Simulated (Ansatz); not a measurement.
# GaSbTe4: what a guessed cell relaxes into

Where does this trial cell of GaSbTe4 go when cell and atoms are let free?

Program: Ansatz 0.2.0. Level of theory: DFT PBE, scalar-relativistic, plane waves, PAW. These are calculated values, not measurements.

## 1. Starting point

It takes space group P4/mmm (No. 123, tetragonal). Conventional cell: a = 4.750 Å, b = 4.750 Å, c = 7.901 Å, α = 90.00°, β = 90.00°, γ = 90.00°. Ga (site symmetry 4/mmm) is surrounded by 8 Te at 2.84 Å. Sb (site symmetry 4/mmm) is surrounded by 8 Te at 3.37 Å. Around Te (site symmetry 2mm) lie 2 Ga at 2.84 Å and 5 Te at 3.12 to 3.36 Å and 2 Sb at 3.37 Å.

As a file:

```
Ga Sb Te
1.0
     4.74995    0.00000    0.00000
     0.00000    4.74995    0.00000
     0.00000    0.00000    7.90076
Ga Sb Te
1 1 4
Cartesian
  2.3750 2.3750 3.9504
  0.0000 0.0000 0.0000
  2.3750 0.0000 5.5112
  0.0000 2.3750 2.3896
  2.3750 0.0000 2.3896
  0.0000 2.3750 5.5112
```

A structure generator made this guess: species swapped into a database cell of TlBiF4 (P4/mmm, No. 123), with Sb on the Tl sites, Ga on the Bi sites and Te on the F sites. Its size is a rough estimate.

## 2. Probe: one point on a coarse mesh

Input file input.yaml:

```yaml
crystal:
  lattice:
    - [4.74995021, 0.0, 0.0]
    - [0.0, 4.74995021, 0.0]
    - [0.0, 0.0, 7.90075943]
  atoms:
    - { symbol: Ga, position: [0.5, 0.5, 0.5] }
    - { symbol: Sb, position: [0.0, 0.0, 0.0] }
    - { symbol: Te, position: [0.5, 0.0, 0.69755012] }
    - { symbol: Te, position: [0.0, 0.5, 0.30244988] }
    - { symbol: Te, position: [0.5, 0.0, 0.30244988] }
    - { symbol: Te, position: [0.0, 0.5, 0.69755012] }
basis:
  ecutwfc: 420
kpoints:
  mp_grid: { grid: [4, 4, 2] }
hamiltonian:
  xc: pbe
scf:
  occupations: { method: gaussian, width: 0.1 }
  lower_state_search: "off"
output:
  forces: true
  stress: true
  eigenvalues: true
```

Launch:

```sh
ansatz run input.yaml --threads 1 --pin off --max-ram 2560MiB --backend cpu --events-out ev --progress --plain --runs-dir out
```

The session goes on with these runs: coarse relaxation; relaxation on the finer mesh.

What does the calculation give? Wanted: conventional cell; volume; energy over the elements; gap on the mesh.

**Answer**, as computed:

```
                              quantity                                                                      value
symmetry at the end (tolerance 0.05 Å)                                               space group P4/mmm (No. 123)
                     conventional cell  a = 4.709 Å, b = 4.709 Å, c = 9.073 Å, α = 90.00°, β = 90.00°, γ = 90.00°
                                volume                                                              33.53 Å³/atom
              energy over the elements                                                              +0.12 eV/atom
                       gap on the mesh                                                               none (metal)
```

In words: The space group P4/mmm (No. 123) is kept, and the volume per atom grows by 12.9 % from the first guess. The formation energy is positive, so the separate elements lie lower. No finished test with a distortion of lower symmetry is shown, so the end may be a saddle point. The runs treat Sb, Te without spin-orbit coupling.
